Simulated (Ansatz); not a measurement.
NaLaMnMoO6:

```xyz
20
Lattice="5.5573 0.0000 0.0005 0.0000 5.5979 0.0000 -0.0629 0.0000 8.0246" Properties=species:S:1:pos:R:3 pbc="T T T"
Na    4.1371    2.8870    4.0066
Na    1.3574    0.0880    4.0185
La    1.3662    5.3682    8.0197
La    4.1282    2.5692    0.0054
Mn    1.3603    2.7297    2.0550
Mn    4.1342    5.5286    5.9702
Mo    4.1820    5.5792    2.1743
Mo    1.3124    2.7803    5.8509
O     3.7112    5.4765    3.9373
O     0.1716    4.5353    2.2249
O     5.1703    1.6184    2.2495
O     2.6448    1.1737    1.5989
O     3.0125    4.1180    1.6116
O     4.6099    0.1018    0.0319
O     1.7833    2.6775    4.0878
O     5.3228    1.7363    5.8002
O     0.3241    4.4173    5.7757
O     2.8496    3.9726    6.4262
O     2.4819    1.3190    6.4136
O     0.8845    2.9007    7.9933
```

The cell was built by a generator and needn't be a form met in nature.

Base run:

- Program: Ansatz 0.2.0
- Functional: PBE
- Potentials or basis: Ansatz PAW
- Cutoff: 420 eV
- Density cutoff: 1680 eV
- k mesh: 5 × 5 × 4
- Occupations: fermi-dirac, width 0.05 eV
- Spin: collinear spin, ferromagnetic start
- Starting moments: [0.0, 0.0, 0.0, 0.0, 4.0, 4.0, 1.0, 1.0, 0.0, 0.0, 0.0, 0.0, 0.0, 0.0, 0.0, 0.0, 0.0, 0.0, 0.0, 0.0] μB
- Hubbard terms: La f U = 8 eV, Mn d U = 8 eV, Mo d U = 8 eV

Its results: band gap on the k mesh 1.53 eV, indirect (least direct gap 1.55 eV); pressure 4.8 GPa; net moment 10.00 μB per cell; site moments Na -0.00; La +0.00; Mn +4.14; Mo +0.21; O -0.06, -0.05, -0.04, -0.02, -0.03, +0.01 μB; largest force 1.209 eV/Å.

Q: The run is repeated on the same cell with these changes: hubbard terms from La f U = 8 eV, Mn d U = 8 eV, Mo d U = 8 eV to La f U = 6 eV, Mn d U = 6 eV, Mo d U = 6 eV. What comes out?

A: Band gap on the k mesh 1.38 eV, indirect (least direct gap 1.40 eV); pressure 3.7 GPa; net moment 10.00 μB per cell; site moments Na -0.00; La +0.00; Mn +4.10; Mo +0.17; O -0.03, -0.02, -0.00, -0.01, +0.02 μB; largest force 1.079 eV/Å.

Caveats: the magnetic or orbital state may not be the lowest; odd divisions of the mesh miss points on the zone boundary, where band edges often lie, so the gap on the mesh can be too wide; spin-orbit coupling is left out, which moves the levels of the heavy elements; only a ferromagnetic start was run, and an antiferromagnetic order may lie lower in energy; forces of over 1 eV/Å show positions far from the minimum, so gaps and moduli don't describe the material at rest.

A k mesh can miss the band edges.

Not every run made on this cell is shown here.
